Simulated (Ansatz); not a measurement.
# H3OSn: the cost of one run

All numbers are computed with the Python package of Ansatz 0.2.0. Level of theory: Hartree-Fock/def2-SVP.

## (1) Starting point

Bond lengths: O1–Sn2 2.029 Å, O1–H3 0.980 Å, Sn2–H4 1.673 Å, Sn2–H5 1.745 Å. Angles: O1–Sn2–H4 110.8°, O1–Sn2–H5 110.2°, H4–Sn2–H5 109.6°, Sn2–O1–H3 100.7°.

The script holds or builds the structure itself.

## (2) The script

Input file torsion_h3osn.py:

```python
import logging
import sys

import ansatz as az
from ase import Atoms

logging.basicConfig(stream=sys.stdout, format="%(levelname)s:%(name)s:%(message)s")
logger = logging.getLogger("ansatz_job")
logger.setLevel(logging.INFO)


def main() -> None:
    atoms = Atoms(["O", "Sn", "H", "H", "H"], positions=[
        (0.7252, -0.7902, 0.9871),
        (0.0855, 0.2999, -0.6007),
        (0.3615, -1.6714, 0.7611),
        (-1.5581, 0.0967, -0.8377),
        (0.4358, 1.9913, -0.3511),
    ])

    first = (
        az.Crystal.molecule_from_ase(atoms).calculation()
        .basis(gaussian="def2-SVP")
        .functional("hf")
        .spin("collinear", total=1)
        .relax(force_tolerance=0.02, max_steps=80)
    )
    atoms.positions = first.run().report["positions_ang"]

    start = atoms.get_dihedral(3, 1, 0, 2)
    energies = {}
    for turn in range(0, 360, 30):
        turned = atoms.copy()
        turned.set_dihedral(3, 1, 0, 2, start + turn, indices=[0, 2])
        model = az.Crystal.molecule_from_ase(turned).calculation()
        model = model.basis(gaussian="def2-SVP")
        model = model.functional("hf")
        model = model.spin("collinear", total=1)
        energies[round((start + turn) % 360)] = model.run().report["free_energy_ev"]
    floor = min(energies.values())
    logger.info("dihedral H3-Sn1-O0-H2 (deg)   E - E(min) (kJ/mol)")
    for angle, e in sorted(energies.items()):
        logger.info(f"{angle:8d} {96.485332 * (e - floor):14.3f}  " + "#" * int(30 * (e - floor) / max(max(energies.values()) - floor, 1e-9)))


if __name__ == "__main__":
    main()
```

## (3) The input behind the calls

The package turns the script's settings into the engine's input (first run):

```yaml
crystal:
  periodic: [false, false, false]
  atoms:
    - { symbol: O, position_ang: [0.7252, -0.7902, 0.9871] }
    - { symbol: Sn, position_ang: [0.0855, 0.2999, -0.6007] }
    - { symbol: H, position_ang: [0.3615, -1.6714, 0.7611] }
    - { symbol: H, position_ang: [-1.5581, 0.0967, -0.8377] }
    - { symbol: H, position_ang: [0.4358, 1.9913, -0.3511] }
basis:
  gaussian:
    orbitals: def2-SVP
hamiltonian:
  xc: hf
magnetization:
  spin_polarized: true
  initial_magnetization: 1.0
relax:
  f_tol: 0.02
  max_steps: 80
```

## (4) Running it

Started as:

```
$ python torsion_h3osn.py
```

**Question.** How long does this script take on 1 thread of Arm Neoverse V2, shared host, and how much memory does it need?

About 14 s, with a peak of 0.19 GiB.
